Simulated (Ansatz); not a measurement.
**SiGeH6 (singlet): from Hartree-Fock to the top rungs at distance Ge1–H5 along a hydrogen transfer = 1.427 Å, cc-pVDZ**

An exercise on one series of results from a longer session: the logs are not shown, and one member is left open.

Method: cc-pVDZ, core rule «outside noble gas», up to 19 orbitals frozen; program: Ansatz 0.2.0, Gaussian basis.

Plan: UHF; CCSD(T) on RHF; CCSD(T) on UHF; BCCD(T) on RHF; CISD; CCSDT(Q) on RHF; CASSCF and NEVPT2, 2 electrons in 2 orbitals; CASSCF and NEVPT2, 8 electrons in 8 orbitals.

8 further runs of the same task are left out: 6 that didn't finish, 2 set aside as unsound or not needed.

## The system

The geometry derives from fragments relaxed apart (PBE0/def2-TZVP) and kept rigid, so it is no stationary point. A hydrogen atom is moved between rigid fragments. No spin-orbit coupling is included. The filled d shell of Ge may be among the frozen orbitals whatever the setting's name suggests; the logs give the count.

8 atoms, charge 0, spin multiplicity 1.

Atoms are counted from 1 here; the program's logs count them from 0.

Bond lengths: Ge1–H2 1.534 Å, Ge1–H3 1.534 Å, Ge1–H4 1.534 Å, Ge1–H5 1.427 Å, Si6–H7 1.526 Å, Si6–H8 1.526 Å. Angles: H2–Ge1–H3 109.5°, H2–Ge1–H4 109.5°, H2–Ge1–H5 109.5°, H3–Ge1–H4 109.5°, H3–Ge1–H5 109.5°, H4–Ge1–H5 109.5°, H7–Si6–H8 91.2°.

As a file:

```xyz
8
charge 0, multiplicity 1
Ge   -1.09424    0.01651    0.00000
H    -1.60569    1.46311    0.00000
H    -1.60569   -0.70679    1.25279
H    -1.60569   -0.70679   -1.25279
H     0.33276    0.01651    0.00000
Si    2.74976    0.01651    0.00000
H     3.36194   -0.85778    1.09001
H     3.36194   -0.85778   -1.09001
```

The first run:

in.yaml reads:

```yaml
crystal:
  periodic: [false, false, false]
  atoms:
    - {symbol: Ge, position_ang: [-1.094241, 0.016507, 0.000000]}
    - {symbol: H, position_ang: [-1.605691, 1.463106, 0.000001]}
    - {symbol: H, position_ang: [-1.605691, -0.706793, 1.252791]}
    - {symbol: H, position_ang: [-1.605691, -0.706793, -1.252792]}
    - {symbol: H, position_ang: [0.332759, 0.016507, 0.000000]}
    - {symbol: Si, position_ang: [2.749759, 0.016507, 0.000000]}
    - {symbol: H, position_ang: [3.361939, -0.857778, 1.090012]}
    - {symbol: H, position_ang: [3.361939, -0.857777, -1.090013]}
basis:
  gaussian: {orbitals: cc-pVDZ}
magnetization: {spin_polarized: true, initial_magnetization: 0}
hamiltonian: {xc: hf}
output: {orbitals: {seedname: orbitals}}
```

Launch:

```
> ansatz run in.yaml --threads 1 --pin off --events-out ev --progress --plain --max-ram 2393MiB
```

Steps of the session up to this table: UHF; CCSD(T) on RHF; CCSD(T) on UHF; BCCD(T) on RHF; CISD; CCSDT(Q) on RHF; CASSCF and NEVPT2, 2 electrons in 2 orbitals; CASSCF and NEVPT2, 8 electrons in 8 orbitals.

One table of the session follows, with a row left open; its other results are not shown here.

| method | from RCCSDT(Q) (kcal/mol) |
| --- | --- |
| RHF | +168.53 |
| UHF | +167.26 |
| RMP2 | +39.79 |
| CISD | +21.40 |
| RCCSD | +4.11 |
| RCCSD(T) | +0.88 |
| BCCD(T) | +0.87 |
| RCCSDT | +0.12 |
| RCCSDT(Q) | 0 |
| CASSCF pair | ? |
| NEVPT2 pair | +38.47 |
| CASSCF frontier | +129.52 |
| NEVPT2 frontier | +35.22 |

Q: Estimate the row for CASSCF pair from the others.

As computed: from RCCSDT(Q) (kcal/mol): +156.96. In the column «from RCCSDT(Q) (kcal/mol)» it lies between CASSCF frontier (+129.52) and UHF (+167.26).

Not comparable, so not listed: CCSD(T) on UHF (they don't share determinant, frozen orbitals or solution with the rows shown, or repeat one).

Caveats from the session: Warnings: restricted reference is unstable; spin contamination.
